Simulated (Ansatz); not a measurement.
Working through a comparison of functionals at one structure of Al, space group P6_3/mmc

With Ansatz 0.2.0 through its Python package.

Notebook, run cell by cell (the value of a cell's last expression is shown):

```python
import ansatz as az
from ase import Atoms
from tabulate import tabulate
```

```python
atoms = Atoms(
    ["Al", "Al"],
    scaled_positions=[
        (2 / 3, 1 / 3, 0.75),
        (1 / 3, 2 / 3, 0.25),
    ],
    cell=[
        (2.812455, 0.0, 0.0),
        (-1.406228, 2.435658, 0.0),
        (0.0, 0.0, 4.86685),
    ],
    pbc=True,
)
xtal = az.Crystal.from_ase(atoms)
```

```python
[site.symbol for site in xtal.resolved().sites]
```

    ['Al', 'Al']

```python
job = (
    xtal.calculation()
    .occupations("fermi_dirac", width=0.1)
    .kpoints(14, 14, 7, center="gamma")
    .forces()
    .stress()
)

rows = []
for value in ["lda", "pbesol", "blyp"]:
    r = job.functional(value).run().report
    rows.append((value, r["free_energy_ev"] / len(r["lattice"]["sites"]), r["n_iterations"], sum(r["stress_gpa"][i][i] for i in range(3)) / 3, max(abs(f) for row in r["forces_ev_ang"] for f in row), r["n_kpoints"]))
```

    DeckWarning: basis.ecutwfc = 420 eV, auto-derived from the records' recommended cutoffs: set by Al (normal level)

```python
print(tabulate(rows, headers=["functional", "F/atom (eV)", "iterations", "P (GPa)", "max component (eV/A)", "k-points"], floatfmt=".4f", tablefmt="simple"))
```

    functional      F/atom (eV)    iterations    P (GPa)    max component (eV/A)    k-points
    ------------  -------------  ------------  ---------  ----------------------  ----------
    lda               -512.8414             6    -2.9885                  0.0000          96
    pbesol            -524.5178             6    -1.3414                  0.0000          96
    blyp              -540.4682             6     3.7779                  0.0000          96

From lowest to highest: LDA (-3.0 GPa), PBEsol (-1.3 GPa) and BLYP (3.8 GPa). At a fixed cell a lower pressure usually means a smaller equilibrium volume, so LDA prefers the smallest cell and BLYP the largest.

Notes:
- BLYP can be off by several per cent in the lattices of metals, and by several GPa in the pressure at a fixed cell.
- Forces vanish by symmetry here and test nothing.
- Pressure is positive in compression.
- This isn't the structure that Al takes at ambient conditions.
- Warnings are shown shortened and without file and line.
- Total energies of different functionals can't be compared; pressures, moments and gaps at this one structure can.
- Wall time of the script: 4.9 s on 1 thread of Arm Neoverse V1 (shared host), peak memory 0.37 GiB.
